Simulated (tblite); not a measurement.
# C2H9NO2Sn (SMILES C[O][Sn]([CH3])([NH2])[OH]), step by step

We compute a structure relaxation (GFN2-xTB), then vibrational wavenumbers, then energy and one-electron properties (GFN2-xTB), then energy and one-electron properties (GFN2-xTB) of C2H9NO2Sn. 

The results are computed with tblite 0.8.0.

8 further runs of the same task are left out: 2 that didn't finish, 6 set aside as unsound or not needed.

### 1 The molecule

C2H9NO2Sn has 15 atoms, charge 0, and is taken as a singlet. SMILES: `C[O][Sn]([CH3])([NH2])[OH]`. Geometry: a rough force-field guess. This is one conformer, not always the lowest. The run starts from this shape.

Bond lengths: C1–O2 1.426 Å, O2–Sn3 1.987 Å, Sn3–C4 2.247 Å, Sn3–N5 2.048 Å, Sn3–O6 1.994 Å, C1–H7 1.145 Å, C1–H8 1.057 Å, C1–H9 1.054 Å, C4–H10 1.065 Å, C4–H11 1.109 Å, C4–H12 1.087 Å, N5–H13 1.100 Å, N5–H14 1.046 Å, O6–H15 0.987 Å. Some angles: C1–O2–Sn3 107.8°, O2–Sn3–C4 109.5°, O2–Sn3–N5 110.9°, O2–Sn3–O6 109.9°, C4–Sn3–N5 108.7°, C4–Sn3–O6 107.5°, N5–Sn3–O6 110.2°, O2–C1–H7 106.4°, O2–C1–H8 108.4°, O2–C1–H9 110.2°.

### 2 A structure relaxation at GFN2-xTB (ddCOSMO ε = 46.7) (run 1)

The input, xtb_job.py:

```python
"""GFN2-xTB geometry optimisation with ASE"""
import json
import numpy as np
from ase import Atoms
from tblite.ase import TBLite
from ase.units import kcal, mol as mol_
from ase.units import Debye
from ase.optimize import LBFGS

atoms = Atoms(
    symbols=["C", "O", "Sn", "C", "N", "O", "H", "H", "H", "H", "H", "H", "H", "H", "H"],
    positions=[
        [-0.781900, -2.091200, -0.206100],
        [-1.015100, -1.177900, 0.863600],
        [-0.133600, 0.541100, 0.398900],
        [2.085200, 0.228200, 0.237000],
        [-0.827500, 1.256500, -1.390700],
        [-0.446300, 1.878200, 1.844500],
        [-1.263800, -1.629600, -1.137000],
        [-1.295700, -2.990400, 0.004500],
        [0.252800, -2.240400, -0.337000],
        [2.519400, 1.187300, 0.073300],
        [2.385100, -0.221900, 1.204900],
        [2.231400, -0.468600, -0.584100],
        [-1.898500, 1.463100, -1.246900],
        [-0.409600, 2.208200, -1.503800],
        [-1.423800, 2.006700, 1.808100],
    ],
)
start = atoms.get_positions()

atoms.calc = TBLite(
    method="GFN2-xTB",
    accuracy=0.1,
    solvation=("ddX", 46.7, "cosmo"),
    verbosity=0,
)
opt = LBFGS(atoms, trajectory="opt.traj", logfile="-")
done = opt.run(fmax=0.005, steps=500)
print("converged:", done, "after", opt.nsteps, "steps")
print(f"Potential energy: {atoms.get_potential_energy() / (kcal / mol_):.6f} kcal/mol")
print(f"Dipole: {np.linalg.norm(atoms.get_dipole_moment()) / Debye:.4f} D")
print("Charges:", np.round(atoms.get_charges(), 4))
print("Final positions (angstrom):")
for a in atoms:
    print(f"{a.symbol:<2} {a.x:12.6f} {a.y:12.6f} {a.z:12.6f}")
print(f"largest displacement {np.linalg.norm(atoms.positions - start, axis=1).max():.4f} angstrom")
json.dump(dict(energy=atoms.get_potential_energy(), forces=atoms.get_forces().tolist(), dipole=atoms.get_dipole_moment().tolist(), charges=atoms.get_charges().tolist(),
               symbols=atoms.get_chemical_symbols(), start=start.tolist(), final=atoms.positions.tolist(), success=bool(done)), open("results.json", "w"))
```

Started as:

```console
python xtb_job.py
```

What it wrote:

```text
Step     Time          Energy          fmax
LBFGS:    0 hh:mm:ss     -597.744450        2.683816
LBFGS:    1 hh:mm:ss     -598.056824        1.388617
LBFGS:    2 hh:mm:ss     -598.111949        0.734223
LBFGS:    3 hh:mm:ss     -598.143437        0.548457
LBFGS:    4 hh:mm:ss     -598.164802        0.380581
LBFGS:    5 hh:mm:ss     -598.176806        0.374366
LBFGS:    6 hh:mm:ss     -598.196490        0.424652
LBFGS:    7 hh:mm:ss     -598.210547        0.422668
LBFGS:    8 hh:mm:ss     -598.225216        0.280451
LBFGS:    9 hh:mm:ss     -598.237791        0.290637
LBFGS:   10 hh:mm:ss     -598.251939        0.328684
LBFGS:   11 hh:mm:ss     -598.261522        0.282689
LBFGS:   12 hh:mm:ss     -598.266097        0.188124
LBFGS:   13 hh:mm:ss     -598.268830        0.130441
LBFGS:   14 hh:mm:ss     -598.271682        0.123275
LBFGS:   15 hh:mm:ss     -598.274536        0.137584
LBFGS:   16 hh:mm:ss     -598.276877        0.170640
LBFGS:   17 hh:mm:ss     -598.278649        0.146780
LBFGS:   18 hh:mm:ss     -598.280300        0.108438
LBFGS:   19 hh:mm:ss     -598.282242        0.118750
LBFGS:   20 hh:mm:ss     -598.284665        0.179583
LBFGS:   21 hh:mm:ss     -598.287482        0.217627
LBFGS:   22 hh:mm:ss     -598.290345        0.187396
LBFGS:   23 hh:mm:ss     -598.292896        0.197744
LBFGS:   24 hh:mm:ss     -598.295256        0.180056
LBFGS:   25 hh:mm:ss     -598.298268        0.171099
LBFGS:   26 hh:mm:ss     -598.302887        0.266897
[... 89 lines of this table left out ...]
LBFGS:  116 hh:mm:ss     -598.362986        0.018187
LBFGS:  117 hh:mm:ss     -598.362993        0.012160
LBFGS:  118 hh:mm:ss     -598.363002        0.006389
LBFGS:  119 hh:mm:ss     -598.363014        0.007632
LBFGS:  120 hh:mm:ss     -598.363026        0.010160
LBFGS:  121 hh:mm:ss     -598.363034        0.007351
LBFGS:  122 hh:mm:ss     -598.363039        0.006434
LBFGS:  123 hh:mm:ss     -598.363047        0.009461
LBFGS:  124 hh:mm:ss     -598.363060        0.016912
LBFGS:  125 hh:mm:ss     -598.363076        0.019054
LBFGS:  126 hh:mm:ss     -598.363088        0.012586
LBFGS:  127 hh:mm:ss     -598.363093        0.005017
LBFGS:  128 hh:mm:ss     -598.363095        0.003464
converged: True after 128 steps
Potential energy: -13798.580884 kcal/mol
Dipole: 3.9264 D
Charges: [ 0.0674 -0.4991  0.4289 -0.1388 -0.3833 -0.5676  0.012   0.0206  0.0109
  0.1129  0.1169  0.1171  0.1935  0.1951  0.3135]
Final positions (angstrom):
C     -1.009513    -2.153006    -0.180258
O     -1.046817    -1.009258     0.622149
Sn     0.020847     0.691457     0.192479
C      2.170231     0.398469     0.307335
N     -0.746448     1.378655    -1.569649
O     -0.654596     1.884474     1.652103
H     -1.253776    -1.935136    -1.220499
H     -1.759846    -2.840224     0.216215
H     -0.035229    -2.643300    -0.142685
H      2.633420     1.378147     0.356445
H      2.386917    -0.172781     1.206787
H      2.492938    -0.135675    -0.580498
H     -1.763735     1.353073    -1.549272
H     -0.501977     2.356237    -1.701412
H     -0.954312     1.398171     2.419952
largest displacement 0.9824 angstrom
```

It took 72 s on 1 thread of AMD EPYC (Zen 3), shared host; peak memory 0.088 GiB.

Steps, from the record of the run:

```csv
step,energy from the first frame kept (eV),largest force (eV/Å)
0,0.0000,2.6838
6,-0.4520,0.4246
12,-0.5216,0.1881
18,-0.5358,0.1084
24,-0.5508,0.1801
30,-0.5788,0.1191
36,-0.5845,0.0777
42,-0.5925,0.2872
48,-0.5983,0.1479
54,-0.6060,0.1087
60,-0.6142,0.0686
66,-0.6153,0.0256
72,-0.6160,0.0281
78,-0.6166,0.0188
84,-0.6169,0.0350
90,-0.6176,0.0268
96,-0.6180,0.0179
102,-0.6182,0.0234
108,-0.6185,0.0295
114,-0.6185,0.0183
120,-0.6186,0.0102
126,-0.6186,0.0126
128,-0.6186,0.0035
```

After the run. Bond lengths: C1–O2 1.398 Å, O2–Sn3 2.054 Å, Sn3–C4 2.172 Å, Sn3–N5 2.041 Å, Sn3–O6 2.003 Å, C1–H7 1.091 Å, C1–H8 1.092 Å, C1–H9 1.091 Å, C4–H10 1.085 Å, C4–H11 1.087 Å, C4–H12 1.085 Å, N5–H13 1.018 Å, N5–H14 1.016 Å, O6–H15 0.957 Å. Some angles: C1–O2–Sn3 122.9°, O2–Sn3–C4 113.1°, O2–Sn3–N5 105.3°, O2–Sn3–O6 99.5°, C4–Sn3–N5 117.6°, C4–Sn3–O6 112.1°, N5–Sn3–O6 107.6°, O2–C1–H7 112.2°, O2–C1–H8 106.8°, O2–C1–H9 111.8°.

### 3 The harmonic vibrations at GFN2-xTB (ddCOSMO ε = 46.7) (run 2)

The input, start.xyz:

```xyz
15

C     -1.009513    -2.153006    -0.180258
O     -1.046817    -1.009258     0.622149
Sn     0.020847     0.691457     0.192479
C      2.170231     0.398469     0.307335
N     -0.746448     1.378655    -1.569649
O     -0.654596     1.884474     1.652103
H     -1.253776    -1.935136    -1.220499
H     -1.759846    -2.840224     0.216215
H     -0.035229    -2.643300    -0.142685
H      2.633420     1.378147     0.356445
H      2.386917    -0.172781     1.206787
H      2.492938    -0.135675    -0.580498
H     -1.763735     1.353073    -1.549272
H     -0.501977     2.356237    -1.701412
H     -0.954312     1.398171     2.419952
```

The input, job.py:

```python
import json
import numpy as np
from ase.io import read
from tblite.ase import TBLite
from ase.units import kcal, mol as mol_
from ase.units import Debye
from ase.vibrations import Vibrations
from ase.thermochemistry import IdealGasThermo

atoms = read("start.xyz")
start = atoms.get_positions()

atoms.calc = TBLite(
    method="GFN2-xTB",
    charge=0,
    accuracy=0.01,
    solvation=("ddX", 46.7, "cosmo"),
    verbosity=0,
)
print(f"Potential energy: {atoms.get_potential_energy() / (kcal / mol_):.6f} kcal/mol")
print(f"Dipole: {np.linalg.norm(atoms.get_dipole_moment()) / Debye:.4f} D")
for a, q in zip(atoms, atoms.get_charges()):
    print(f"{a.symbol}{a.index + 1} {q:+.4f}")
vib = Vibrations(atoms, delta=0.01, nfree=2)
vib.run()
vib.summary()
nvib = 3 * len(atoms) - 6
keep = np.sort(np.argsort(np.abs(vib.get_energies()))[-nvib:])  # drop translations and rotations, keep imaginary modes
hnu = vib.get_energies()[keep]
thermo = IdealGasThermo(vib_energies=hnu, potentialenergy=atoms.get_potential_energy(), atoms=atoms, geometry="nonlinear",
                        symmetrynumber=1, spin=0.0, ignore_imag_modes=True)
G = thermo.get_gibbs_energy(temperature=298.15, pressure=100000.0)
H, S = thermo.get_enthalpy(298.15, verbose=False), thermo.get_entropy(298.15, 100000.0, verbose=False)
json.dump(dict(energy=atoms.get_potential_energy(), forces=atoms.get_forces().tolist(), dipole=atoms.get_dipole_moment().tolist(), charges=atoms.get_charges().tolist(),
               symbols=atoms.get_chemical_symbols(), start=start.tolist(), final=atoms.positions.tolist(), hnu=[[e.real, e.imag] for e in hnu], G=G, H=H, S=S, zpe=thermo.get_ZPE_correction()), open("results.json", "w"))
```

Started as:

```console
python job.py
```

What it wrote:

```text
Potential energy: -13798.580884 kcal/mol
Dipole: 3.9264 D
C1 +0.0674
O2 -0.4991
Sn3 +0.4289
C4 -0.1388
N5 -0.3833
O6 -0.5676
H7 +0.0120
H8 +0.0206
H9 +0.0109
H10 +0.1129
H11 +0.1169
H12 +0.1171
H13 +0.1935
H14 +0.1951
H15 +0.3135
---------------------
  #    meV     cm^-1
---------------------
  0    1.9i     15.1i
  1    0.6i      4.7i
  2    0.0i      0.1i
  3    0.0i      0.0i
  4    0.0       0.3
  5    3.1      24.7
  6    8.5      68.3
  7    9.2      73.8
  8   11.3      91.1
  9   11.8      94.9
 10   13.6     109.5
 11   13.6     109.9
 12   17.3     139.9
 13   17.6     141.7
 14   20.1     161.8
 15   26.5     213.4
 16   28.7     231.8
 17   40.9     330.2
 18   49.1     396.2
 19   55.8     449.7
 20   62.0     500.3
 21   89.1     718.3
 22   91.3     736.2
 23   92.6     747.2
 24   96.3     776.8
 25   96.7     780.0
 26  128.6    1037.5
[... 5 lines of this table left out ...]
 32  176.2    1421.0
 33  179.7    1449.7
 34  184.9    1491.2
 35  185.5    1496.0
 36  363.5    2931.7
 37  364.7    2941.3
 38  367.0    2960.4
 39  371.2    2994.0
 40  375.1    3025.7
 41  376.7    3038.2
 42  413.6    3336.3
 43  418.0    3371.4
 44  451.3    3640.1
---------------------
Zero-point energy: 2.993 eV
Enthalpy components at T = 298.15 K:
===============================
Enthalpy components at T = 298.15 K:
===============================
E_pot               -598.363 eV
E_ZPE                  2.991 eV
Cv_trans (0->T)        0.039 eV
Cv_rot (0->T)          0.039 eV
Cv_vib (0->T)          0.253 eV
-------------------------------
U                   -595.042 eV
===============================
(C_v -> C_p)           0.026 eV
-------------------------------
H                   -595.016 eV
===============================

Entropy components at T = 298.15 K and P = 100000.0 Pa:
=================================================
{"":15s}{"S":13s}     {"T*S:13s}
S_trans (1 bar)    0.0018116 eV/K        0.540 eV
S_rot              0.0012303 eV/K        0.367 eV
S_elec             0.0000000 eV/K        0.000 eV
S_vib              0.0017022 eV/K        0.507 eV
S (1 bar -> P)    -0.0000000 eV/K       -0.000 eV
-------------------------------------------------
S                  0.0047441 eV/K        1.414 eV
=================================================

Free energy components at T = 298.15 K and P = 100000.0 Pa:
=======================
    H       -595.016 eV
 -T*S         -1.414 eV
-----------------------
    G       -596.431 eV
=======================
```

It took 67 s on 1 thread of AMD EPYC (Zen 3), shared host; peak memory 0.11 GiB.

### 4 The charge distribution at GFN2-xTB (ddCOSMO ε = 46.7) (run 3)

start.xyz is that of step 3.

The input, run.py:

```python
import json
import numpy as np
from tblite.interface import Calculator
from tblite.interface import symbols_to_numbers

symbols = list(map(str, np.loadtxt("start.xyz", skiprows=2, usecols=0, dtype=str, ndmin=1)))
numbers = np.array(symbols_to_numbers(symbols))
positions = np.loadtxt("start.xyz", skiprows=2, usecols=(1, 2, 3), ndmin=2) / 0.52917721

def run(charge, uhf):
    tb = Calculator("GFN2-xTB", numbers, positions, charge=charge, uhf=uhf)
    tb.add("spin-polarization", 1.0)
    tb.add("ddX-solvation", 46.7, "cosmo")
    return tb.singlepoint()

states = [[0, 0], [0, 2], [0, 4]]  # charge, unpaired electrons
runs = [run(q, n) for q, n in states]
e = np.array([x.get('energy') for x in runs])
for (q, n), x in zip(states, e):
    print(f"charge {q:+d}, {n} unpaired: E = {x:.8f} Eh, relative {(x - e[0]) * 27.211386:.4f} eV")
out = {k: np.asarray(runs[0].get(k)).tolist() for k in ("energy", "gradient", "charges", "dipole", "orbital-energies", "orbital-occupations")}
out.update(symbols=symbols, positions=(positions * 0.529177210903).tolist(), state_energies=e.tolist(), state_charges=[x.get("charges").tolist() for x in runs])
json.dump(out, open("results.json", "w"))
```

Started as:

```console
python run.py
```

What it wrote:

```text
------------------------------------------------------------
  cycle        total energy    energy error   density error
------------------------------------------------------------
      1     -21.58311743383  -2.1755614E+01   1.7454269E-01
      2     -21.30476789867   2.7834954E-01   2.3951137E-01
      3     -21.95657929848  -6.5181140E-01   1.3243031E-01
      4     -21.61185574758   3.4472355E-01   1.7925500E-01
      5     -21.70528680552  -9.3431058E-02   1.4450796E-01
      6     -21.97897564937  -2.7368884E-01   2.5127331E-02
      7     -21.98461299586  -5.6373465E-03   1.6360481E-02
      8     -21.98924562193  -4.6326261E-03   5.3926064E-03
      9     -21.98936388195  -1.1826001E-04   1.5481121E-03
     10     -21.98943752459  -7.3642644E-05   3.8935435E-04
     11     -21.98943811424  -5.8965064E-07   2.9288233E-04
     12     -21.98943818074  -6.6495666E-08   1.5023536E-04
     13     -21.98943816404   1.6696120E-08   1.2003936E-04
     14     -21.98943833532  -1.7128327E-07   2.8168748E-05
     15     -21.98943834041  -5.0817519E-09   1.4430987E-05
------------------------------------------------------------

 total:                                   0.850 sec
------------------------------------------------------------
  cycle        total energy    energy error   density error
------------------------------------------------------------
      1     -21.50788513386  -2.1680381E+01   1.8030098E-01
      2     -21.40982495977   9.8060174E-02   2.2563975E-01
      3     -21.85031357895  -4.4048862E-01   1.0647484E-01
      4     -21.78239231916   6.7921260E-02   1.0093386E-01
      5     -21.81668570263  -3.4293383E-02   7.4188882E-02
      6     -21.85418666590  -3.7500963E-02   3.2910205E-02
      7     -21.86033719333  -6.1505274E-03   1.4226320E-02
      8     -21.86113790385  -8.0071052E-04   8.3443417E-03
      9     -21.86107930785   5.8596002E-05   7.3430547E-03
     10     -21.86142339256  -3.4408471E-04   5.6672036E-03
     11     -21.86138719680   3.6195761E-05   5.0032620E-03
     12     -21.86153817506  -1.5097825E-04   1.6145895E-03
     13     -21.86154577848  -7.6034225E-06   1.0683580E-03
     14     -21.86154856961  -2.7911348E-06   8.9579415E-04
     15     -21.86155319371  -4.6240925E-06   1.6776240E-04
     16     -21.86155332701  -1.3329917E-07   8.5615146E-05
     17     -21.86155336246  -3.5451368E-08   3.4368239E-05
     18     -21.86155337189  -9.4279144E-09   1.7148124E-05
------------------------------------------------------------

 total:                                   1.098 sec
------------------------------------------------------------
  cycle        total energy    energy error   density error
------------------------------------------------------------
      1     -21.24179097435  -2.1414287E+01   4.0509043E-01
      2     -21.33828217609  -9.6491202E-02   2.3001744E-01
      3     -21.19801794829   1.4026423E-01   2.1930079E-01
      4     -21.30519658676  -1.0717864E-01   1.4969804E-01
      5     -21.40789076221  -1.0269418E-01   1.0078897E-01
      6     -21.48666836375  -7.8777602E-02   7.2934362E-02
      7     -21.52346505825  -3.6796695E-02   3.9922930E-02
      8     -21.52516027443  -1.6952162E-03   3.2658678E-02
      9     -21.52835456554  -3.1942911E-03   1.8153438E-02
     10     -21.51862735026   9.7272153E-03   3.0763527E-02
     11     -21.52979183335  -1.1164483E-02   7.7872145E-03
     12     -21.52878302832   1.0088050E-03   1.1288652E-02
     13     -21.53008773323  -1.3047049E-03   3.3972166E-03
     14     -21.52887691417   1.2108191E-03   1.0829057E-02
     15     -21.53012626744  -1.2493533E-03   1.2316449E-03
     16     -21.53008271446   4.3552977E-05   2.2954844E-03
     17     -21.53013929394  -5.6579478E-05   2.3346113E-04
     18     -21.53013915252   1.4141603E-07   2.5633524E-04
     19     -21.53013979905  -6.4652596E-07   1.9942992E-05
------------------------------------------------------------

 total:                                   1.184 sec
charge +0, 0 unpaired: E = -21.98943834 Eh, relative 0.0000 eV
charge +0, 2 unpaired: E = -21.86155337 Eh, relative 3.4799 eV
charge +0, 4 unpaired: E = -21.53013980 Eh, relative 12.4981 eV
```

Run time: 3.6 s. Hardware: 1 thread of AMD EPYC (Zen 3), shared host; peak memory 0.11 GiB.

Atomic charges (e):

```csv
atom,Mulliken
C1,+0.067
O2,-0.499
Sn3,+0.429
C4,-0.139
N5,-0.383
O6,-0.568
H7,+0.012
H8,+0.021
H9,+0.011
H10,+0.113
H11,+0.117
H12,+0.117
H13,+0.194
H14,+0.195
H15,+0.313
```

### 5 The charge distribution at GFN2-xTB (run 4)

Changes to start.xyz since step 4:

```diff
@@ -1,3 +1,3 @@
 15
-
+start geometry
 C     -1.009513    -2.153006    -0.180258
```

The input, calc.py:

```python
import json
import numpy as np
from tblite.interface import Calculator
from tblite.interface import symbols_to_numbers

symbols = list(map(str, np.loadtxt("start.xyz", skiprows=2, usecols=0, dtype=str, ndmin=1)))
numbers = np.array(symbols_to_numbers(symbols))
positions = np.loadtxt("start.xyz", skiprows=2, usecols=(1, 2, 3), ndmin=2) / 0.5291772

def energy(solvent=None):
    calculator = Calculator("GFN2-xTB", numbers, positions, charge=0, uhf=0)
    calculator.set("verbosity", 0)
    if solvent:
        calculator.add("alpb-solvation", solvent)
    return calculator.singlepoint()

sp = energy()
solvents = ["dioxane", "nitromethane", "hexadecane", "benzene", "thf", "chcl3"]
runs = [energy(s) for s in solvents]
print(f"gas phase: E = {sp.get('energy'):.8f} Eh, dipole {np.linalg.norm(sp.get('dipole')) * 2.541746:.3f} D")
print("solvent          dG(solv)/eV   dipole/D")
for s, x in zip(solvents, runs):
    print(f"{s:<14} {(x.get('energy') - sp.get('energy')) * 27.211386:12.4f} {np.linalg.norm(x.get('dipole')) * 2.541746:12.3f}")
out = {k: np.asarray(sp.get(k)).tolist() for k in ("energy", "gradient", "charges", "dipole", "orbital-energies", "orbital-occupations")}
out.update(symbols=symbols, positions=(positions * 0.529177210903).tolist(), state_energies=[float(x.get("energy")) for x in runs], state_dipoles=[float(np.linalg.norm(x.get("dipole"))) for x in runs])
json.dump(out, open("results.json", "w"))
```

Started as:

```console
python calc.py
```

What it wrote:

```text
gas phase: E = -21.97738898 Eh, dipole 2.790 D
solvent          dG(solv)/eV   dipole/D
dioxane             -0.6273        3.310
nitromethane        -0.4936        3.581
hexadecane          -0.2899        3.113
benzene             -0.4656        3.437
thf                 -0.6138        3.242
chcl3               -0.6060        3.866
```

Wall time 0.56 s (1 thread of AMD EPYC (Zen 3), shared host); peak memory 0.11 GiB.

Atomic charges (e):

```csv
atom,Mulliken
C1,+0.061
O2,-0.426
Sn3,+0.426
C4,-0.141
N5,-0.377
O6,-0.513
H7,+0.017
H8,+0.040
H9,+0.008
H10,+0.075
H11,+0.084
H12,+0.076
H13,+0.185
H14,+0.171
H15,+0.313
```

### 6 Results

| quantity | value |
| --- | --- |
| run 1, GFN2-xTB: total energy at the end | -21.98944 Eh |
| run 1, GFN2-xTB: dipole moment | 3.93 D |
| run 2, GFN2-xTB: largest force on an atom | 0.003 eV/Å |
| run 2, GFN2-xTB: lowest harmonic wavenumber | 68 cm⁻¹ |
| run 2, GFN2-xTB: highest harmonic wavenumber | 3640 cm⁻¹ |
| run 2, GFN2-xTB: zero-point energy | 288.6 kJ/mol |
| run 2, GFN2-xTB: ideal-gas entropy at 298.15 K and 100000 Pa (symmetry number 1 as used) | 109.4 cal/(mol K) |
| run 3, GFN2-xTB: HOMO energy | -10.87 eV |
| run 3, GFN2-xTB: LUMO energy | -7.29 eV |
| run 3, GFN2-xTB: HOMO–LUMO gap | 3.58 eV |
| run 4, GFN2-xTB: total energy | -21.97739 Eh |
| run 4, GFN2-xTB: dipole moment | 2.79 D |
| run 4, GFN2-xTB: HOMO energy | -10.79 eV |
| run 4, GFN2-xTB: LUMO energy | -7.32 eV |
| run 4, GFN2-xTB: HOMO–LUMO gap | 3.47 eV |
| run 4, GFN2-xTB: largest force on an atom | 0.758 eV/Å |
| energy change from gas to solvent at fixed shape | -0.328 eV |

What this shows: The solvent model (ddCOSMO, ε = 46.7) lowers the energy by 0.33 eV (−7.6 kcal/mol) at the same shape. It holds the electrostatic part alone, without cavity or dispersion terms. The largest force (run 4, GFN2-xTB) is 0.76 eV/Å: the shape isn't a stationary point for this species at this level. The optimisation (run 1, GFN2-xTB) took 128 steps and changed the energy by -0.619 eV. All 39 modes (run 2, GFN2-xTB) are real, so the shape is a minimum at this level. Mulliken charges (run 2, GFN2-xTB) run from -0.57 on O6 to +0.43 on Sn3. Mulliken charges (run 4, GFN2-xTB) run from -0.51 on O6 to +0.43 on Sn3.
